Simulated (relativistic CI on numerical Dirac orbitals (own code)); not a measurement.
**Mn⁺ (3d6) in crystal fields: levels and magnetism**

How does a crystal field split the 3d6 shell of Mn⁺, and what follows for the ground state and χT? 6 fields tried.

Method: Dirac-Coulomb-Breit CI, KLI orbitals optimised for each configuration, model QED (radiative potential, 1s self-energy scaled to tabulated hydrogen-like ionisation energies), valence Slater integrals scaled by 0.65, one configuration in a parametric crystal field. Code: relativistic CI on numerical Dirac orbitals (own code) version 1.

## Step 1: What is computed

| Property | Result |
| --- | --- |
| ion | Mn⁺ (Mn II) |
| nuclear charge | 25 |
| electrons | 24 |
| open shell | 3d6 |
| Slater scale | 0.65 |
| field 1 (cm⁻¹) | Oh, 10Dq = 2400 |
| field 2 (cm⁻¹) | Oh, 10Dq = 4300 |
| field 3 (cm⁻¹) | Oh, 10Dq = 6200 |
| field 4 (cm⁻¹) | Oh, 10Dq = 8100 |
| field 5 (cm⁻¹) | Oh, 10Dq = 10000 |
| field 6 (cm⁻¹) | Oh, 10Dq = 11900 |

The outer shells:

[Ar] 3d6
```
[Ar] core
3d [↑↓][↑ ][↑ ][↑ ][↑ ]
```

## Step 2: Field 1: Oh, 10Dq = 2400

Settings, as recorded:

```ini
atom Mn  Z=25  charge=1  electrons=24
nucleus A=55  rms_radius_fm=3.7057
hamiltonian dirac-coulomb  breit=on  qed=on  c_scale=1
orbitals kli  potential=per-configuration
slater_scale 0.65
correlation none
mixing on
configurations
  [Ar] 3d6
end
crystal_field Oh 10Dq=2400
```

## Step 3: Field 2: Oh, 10Dq = 4300

Changes to the settings of step 2:

```diff
@@ -10,2 +10,2 @@
 end
-crystal_field Oh 10Dq=2400
+crystal_field Oh 10Dq=4300
```

## Step 4: Field 3: Oh, 10Dq = 6200

Changes to the settings of step 3:

```diff
@@ -10,2 +10,2 @@
 end
-crystal_field Oh 10Dq=4300
+crystal_field Oh 10Dq=6200
```

## Step 5: Field 4: Oh, 10Dq = 8100

Changes to the settings of step 4:

```diff
@@ -10,2 +10,2 @@
 end
-crystal_field Oh 10Dq=6200
+crystal_field Oh 10Dq=8100
```

## Step 6: Field 5: Oh, 10Dq = 10000

Changes to the settings of step 5:

```diff
@@ -10,2 +10,2 @@
 end
-crystal_field Oh 10Dq=8100
+crystal_field Oh 10Dq=10000
```

## Step 7: Field 6: Oh, 10Dq = 11900

Changes to the settings of step 6:

```diff
@@ -10,2 +10,2 @@
 end
-crystal_field Oh 10Dq=10000
+crystal_field Oh 10Dq=11900
```

(Steps that only read results are left out.)

What does the calculation give? Wanted: ground spin.

As calculated:

| field | ground state | degeneracy | S | J | first gap (cm⁻¹) | stabilisation (cm⁻¹) | χT at 2 K | χT at 300 K |
| --- | --- | --- | --- | --- | --- | --- | --- | --- |
| 1: Oh | T2 | 3 | 2.00 | 3.81 | 111 | -900 | 3.260 | 4.072 |
| 2: Oh | T2 | 3 | 2.00 | 3.80 | 115 | -1657 | 3.197 | 3.942 |
| 3: Oh | T2 | 3 | 2.00 | 3.79 | 116 | -2416 | 3.170 | 3.888 |
| 4: Oh | T2 | 3 | 2.00 | 3.79 | 115 | -3175 | 3.155 | 3.854 |
| 5: Oh | A1 | 1 | 0.20 | 4.58 | 38 | -3973 | 0.002 | 3.330 |
| 6: Oh | A1 | 1 | 0.02 | 4.63 | 3670 | -8367 | 0.001 | 0.129 |

χT is in cm³ K/mol; stabilisation counts from the free ion's lowest level; S and J come from the expectation values of their squares.

```
                           quantity                                                 value
ground spin (effective S from ⟨S²⟩)  1: 2.00, 2: 2.00, 3: 2.00, 4: 2.00, 5: 0.20, 6: 0.02
                        χT at 300 K                                0.13 to 4.07 cm³ K/mol
```

In words: Between 10Dq = 8100 and 10000 cm⁻¹ the ground state changes from S = 2 to S about 0.20: a spin crossover. Fields 5, 6 leave a non-degenerate ground state well apart, so χT falls towards zero on cooling. The field is a set of parameters, without covalency or charge transfer.
